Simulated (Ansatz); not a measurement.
# Zn2CdTe3: the cost of one run

Method: DFT PBE, scalar-relativistic, plane waves, PAW, in Ansatz 0.2.0.

2 further runs of the same task are left out: 1 that didn't finish, 1 set aside as unsound or not needed.

### 1 Starting point

The structure is tetragonal, space group I4/mmm (No. 139). The conventional cell has a = 5.703 Å, b = 5.703 Å, c = 9.970 Å, α = 90.00°, β = 90.00°, γ = 90.00°. Zn (site symmetry 4mm) is surrounded by 1 Cd at 2.20 Å and 5 Te at 2.78 to 2.87 Å. Cd (site symmetry 4/mmm) has 2 Zn at 2.20 Å as nearest neighbours. Te (site symmetry -4m2) has 4 Zn at 2.87 Å as nearest neighbours. Te (site symmetry 4/mmm) has 2 Zn at 2.78 Å as nearest neighbours.

Coordinates:

```
CELL_PARAMETERS angstrom
-2.85164 2.85164 4.98519
2.85164 -2.85164 4.98519
2.85164 2.85164 -4.98519
ATOMIC_POSITIONS crystal
Zn 0.72078 0.72078 0.00000
Zn 0.27922 0.27922 0.00000
Cd 0.50000 0.50000 0.00000
Te 0.75000 0.25000 0.50000
Te 0.25000 0.75000 0.50000
Te 0.00000 0.00000 0.00000
```

Recipe of the guess: random cell by space group and Wyckoff sites (I4/mmm, No. 139). Lengths come from tabulated atomic sizes and are only a guess.

### 2 A first look at the guess

input.yaml reads:

```yaml
crystal:
  lattice:
    - [-2.85163893, 2.85163893, 4.9851885]
    - [2.85163893, -2.85163893, 4.9851885]
    - [2.85163893, 2.85163893, -4.9851885]
  atoms:
    - { symbol: Zn, position: [0.72077869, 0.72077869, 0.0] }
    - { symbol: Zn, position: [0.27922131, 0.27922131, 0.0] }
    - { symbol: Cd, position: [0.5, 0.5, 0.0] }
    - { symbol: Te, position: [0.75, 0.25, 0.5] }
    - { symbol: Te, position: [0.25, 0.75, 0.5] }
    - { symbol: Te, position: [0.0, 0.0, 0.0] }
basis:
  ecutwfc: 420
kpoints:
  mp_grid: { grid: [4, 4, 4] }
hamiltonian:
  xc: pbe
scf:
  occupations: { method: gaussian, width: 0.1 }
  lower_state_search: "off"
output:
  forces: true
  stress: true
  eigenvalues: true
```

Run with:

```sh
$ ansatz run input.yaml --threads 1 --pin off --max-ram 2560MiB --backend cpu --events-out ev --progress --plain --runs-dir out
```

What time and memory should one allow on 1 thread of Intel Xeon Platinum 8488C (Sapphire Rapids), shared host?

About 6.3 s, with a peak of 0.55 GiB.
